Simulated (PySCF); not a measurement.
# KNa⁻: basis, grid and Hamiltonian

Which parts of the numerical set-up matter for KNa⁻? Each run edits the base script.

Program: PySCF 2.14.0. Level of theory: method and basis as typed in the scripts. These are calculated values, not measurements.

3 further runs of the same task are left out: 3 that didn't finish.

## 1. Where the work starts

KNa⁻: 2 atoms, charge -1, spin multiplicity 2.

No contacts short enough for the rule that draws bonds.

## 2. The run that the others are compared with

input.py reads:

```python
from pyscf import gto, scf, ci

mol = gto.M(
    atom='K 0 0 0; Na 0 0 3.801',
    basis='6-31+g*',
    charge=-1,
    spin=1,
    verbose=4,
)
mf = scf.UHF(mol)
mf = mf.density_fit(auxbasis='def2-universal-jkfit')
mf.kernel()
ci.CISD(mf).kernel()
mf.dip_moment()
print('orbital energies (hartree):', [e[max(0, n-3):n+3].round(4) for e, n in zip(mf.mo_energy, mol.nelec)])
```

On the command line:

```bash
OMP_NUM_THREADS=1 python input.py
```

The log of this run is left out.

Base result: E(SCF) = -760.973179 Eh, E(CISD) − E(SCF) = -0.03861 Eh, ⟨S²⟩ = 1.140.

⟨S²⟩ = 1.14 against 0.75 for a pure state: the determinant is spin-contaminated. The bond length is a typed value, not an optimised one. The dipole of an ion depends on the origin.

## 3. Spin-free X2C on

Variant 1 changes spin-free X2C: off → on.

input.py reads:

```python
from pyscf import gto, scf, ci

mol = gto.M(
    atom='K 0 0 0; Na 0 0 3.801',
    basis='6-31+g*',
    charge=-1,
    spin=1,
    verbose=4,
)
mf = scf.UHF(mol)
mf = mf.sfx2c1e()
mf = mf.density_fit(auxbasis='def2-universal-jkfit')
mf.kernel()
ci.CISD(mf).kernel()
mf.dip_moment()
print('orbital energies (hartree):', [e[max(0, n-3):n+3].round(4) for e, n in zip(mf.mo_energy, mol.nelec)])
```

On the command line:

```bash
OMP_NUM_THREADS=1 python input.py
```

## 4. Density fitting none

Variant 2 changes density fitting: def2-universal-jkfit → none.

input.py, as its differences from that of step 2:

```diff
@@ -10,3 +10,2 @@
 mf = scf.UHF(mol)
-mf = mf.density_fit(auxbasis='def2-universal-jkfit')
 mf.kernel()
```

Before running it: what results should come out? Wanted: for each run, E(SCF); from base; gap, α spin; after the SCF.

The runs gave:

| run | E(SCF) (hartree) | from base (eV) | cycles | gap, α spin (eV) | functions | after the SCF |
| --- | --- | --- | --- | --- | --- | --- |
| base | -760.973179 | 0 | 16 | 2.37 | 48 | CISD correlation -1.051 eV |
| spin-free X2C on | -763.164913 | -59.6401 | 16 | 2.38 | 48 | CISD correlation -1.048 eV |
| density fitting none | -760.973167 | +0.0003 | 16 | 2.39 | 48 | CISD correlation -1.049 eV |

The largest comparable shift of the SCF energy, -59.640 eV, comes with the run “spin-free X2C on”. Scalar relativity lowers the total energy by 59.64 eV, nearly all of it in the inner shells; a basis contracted without relativity catches only part of it.
